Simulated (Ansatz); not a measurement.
**GaH₄+ (singlet): wave-function methods side by side, cc-pVTZ**

How much of the correlation energy of GaH₄+ (singlet) does each wave-function method recover here?

Program: Ansatz 0.2.0, Gaussian basis. Level of theory: cc-pVTZ, core rule «outside noble gas», up to 14 orbitals frozen. These are calculated values, not measurements.

To be run: UHF; CCSD(T) on RHF; BCCD(T) on RHF; CCSDT(Q) on RHF.

14 further runs of the same task are left out: 3 for a known fault of the program, 5 that didn't finish, 6 set aside as unsound or not needed.

**1. The system**

The geometry is a PBE0/def2-TZVP stationary point (not a proven minimum). No spin-orbit coupling is included. The filled d shell of Ga may be among the frozen orbitals whatever the setting's name suggests; the logs give the count.

5 atoms, charge 1, spin multiplicity 1.

Atoms are counted from 1 here; the program's logs count them from 0.

Bond lengths: Ga1–H2 1.527 Å, Ga1–H4 1.527 Å, H3–H5 0.765 Å. Angles: H2–Ga1–H4 169.3°.

Coordinates:

```csv
atom,x (Å),y (Å),z (Å)
Ga1,0.0000,0.0000,-0.0552
H2,0.0000,1.5207,-0.1979
H3,0.0000,0.3825,2.1069
H4,0.0000,-1.5207,-0.1979
H5,0.0000,-0.3825,2.1069
```

**2. UHF**

in.yaml reads:

```yaml
crystal:
  periodic: [false, false, false]
  atoms:
    - {symbol: Ga, position_ang: [0.000000, 0.000000, -0.055194]}
    - {symbol: H, position_ang: [0.000000, 1.520673, -0.197915]}
    - {symbol: H, position_ang: [0.000000, 0.382522, 2.106890]}
    - {symbol: H, position_ang: [0.000000, -1.520673, -0.197915]}
    - {symbol: H, position_ang: [0.000000, -0.382522, 2.106890]}
basis:
  gaussian: {orbitals: cc-pVTZ}
total_charge: 1
magnetization: {spin_polarized: true, initial_magnetization: 0}
hamiltonian: {xc: hf}
output: {orbitals: {seedname: orbitals}}
```

Command:

```
$ ansatz run in.yaml --threads 1 --pin off --events-out ev --progress --plain --max-ram 2393MiB
```

The runs that follow: CCSD(T) on RHF; BCCD(T) on RHF; CCSDT(Q) on RHF.

Q: Predict the results of all the runs planned. Wanted: RCCSDT(Q) below the RHF energy; RMP2 from RCCSDT(Q); RCCSD from RCCSDT(Q); RCCSD(T) from RCCSDT(Q); T1 diagnostic.

**Answer**, as computed:

```
                         quantity                             value
   RCCSDT(Q) below the RHF energy                        -3.2133 eV
              RMP2 from RCCSDT(Q)                        +672.2 meV
             RCCSD from RCCSDT(Q)                         +41.3 meV
          RCCSD(T) from RCCSDT(Q)                          +9.1 meV
levels within 1 kcal/mol (43 meV)  RCCSD, RCCSD(T), BCCD(T), RCCSDT
                    T1 diagnostic                             0.008
```

In words: RCCSD(T) misses by +9.1 meV, 0.3 % of the correlation energy. These misses are within one basis, not against nature.
